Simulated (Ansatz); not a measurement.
Here is an Ansatz 0.2.0 calculation.

File input.yaml:

```yaml
crystal:
  lattice:
    - [4.11705, 0.0, 0.0]
    - [-2.05853, 3.56547, 0.0]
    - [0.0, 0.0, 5.4458]
  atoms:
    - { symbol: Ni, position: [0.0, 0.0, 0.95775], spin: 1.0 }
    - { symbol: Mo, position: [0.66667, 0.33333, 0.96161], spin: 1.0 }
    - { symbol: Pd, position: [0.66667, 0.33333, 0.46295] }
    - { symbol: Ir, position: [0.33333, 0.66667, 0.72572], spin: 0.6 }
    - { symbol: W, position: [0.33333, 0.66667, 0.23642] }
kpoints:
  mp_grid: { grid: [6, 6, 4] }
scf:
  occupations: { method: fermi_dirac, width: 0.05 }
hamiltonian:
  xc: pbe
  pseudopotentials: { kind: all_electron, lapw: { basis_error: 0.002 } }
  hubbard:
    sites:
      - { species: Ir, l: d, u_eff: 3 }
      - { species: Mo, l: d, u_eff: 3 }
      - { species: Ni, l: d, u_eff: 3 }
      - { species: Pd, l: d, u_eff: 3 }
      - { species: W, l: d, u_eff: 3 }
    double_counting: fll
    projectors: ortho-atomic
magnetization:
  spin_polarized: true
output:
  forces: true
  stress: true
  eigenvalues: true
  hubbard: {}
```

Potentials or basis: all-electron LAPW, scalar-relativistic.

Launch:

```sh
$ ansatz run input.yaml --threads 8 --pin off --max-ram 24576MiB --backend cpu --events-out ev --progress --plain --runs-dir out
```

(1) Estimate the site moments.

(2) Predict the absolute moment.

Answers

(1) Ni -0.04; Mo +0.72; Pd +0.01; Ir +0.18; W -1.09 μB.

(2) 2.57 μB per cell.

Caveat: the magnetic state may not be the lowest; the U is typed as a test and isn't derived for this compound.
